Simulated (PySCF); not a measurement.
# C5H6BCl3: the cost of one run

The runs use PySCF 2.14.0, with density-fitted response routines of our own; the level of theory stands in each step. All values are computed, except where a source is named. Atoms are numbered from 0 throughout.

## Step 1: The starting structure

15 atoms, charge 0, multiplicity 1; geometry from: GFN2-xTB.

Bonds of the start (Å): Cl0–B1 1.72, B1–Cl2 1.71, B1–C3 1.59, C3–C4 1.55, C4–C5 1.54, C5–C6 1.53, C6–Cl7 1.75, C6–C8 1.53, C6–C3 1.55, C8–C4 1.54, C3–H9 1.10, C4–H10 1.08, C5–H11 1.09, C5–H12 1.09, C8–H13 1.09, C8–H14 1.09.

## Step 2: Ultraviolet spectrum: PBE0/def2-SVPD

The job: settings as JSON, then the geometry in Å.

```
{"job": {"kind": "uv", "xc": "PBE0", "basis": "def2-SVPD", "nstates": 8, "ntriplets": 3}, "charge": 0, "multiplicity": 1}
Cl     1.227182     1.728744    -2.339008
B      1.417036     1.410517    -0.659817
Cl     2.267714     2.543241     0.306380
C      0.876973     0.069903    -0.005699
C     -0.193786    -0.823134    -0.685712
C     -0.471897    -1.453683     0.691532
C     -0.377562     0.060979     0.913004
Cl    -0.532427     0.912018     2.430226
C     -1.246498     0.246294    -0.336811
H      1.706590    -0.492775     0.435342
H     -0.085700    -1.338836    -1.629944
H     -1.449832    -1.903481     0.839431
H      0.312299    -2.065195     1.129081
H     -1.176882     1.201270    -0.848336
H     -2.277622    -0.087873    -0.261582
```

With the program's defaults for keys left out, this is: TDDFT PBE0/def2-SVPD, vertical, gas phase, core orbitals frozen in the response.

On the command line:

```sh
OMP_NUM_THREADS=1 python probes_run.py task.json out
```

The driver reads the jobs from task.json and runs them one after another.

**Question.** How long does this job take on 1 thread of Arm Neoverse V1, shared host, and how much memory does it need?

About 90 s, with a peak of 1.1 GiB.
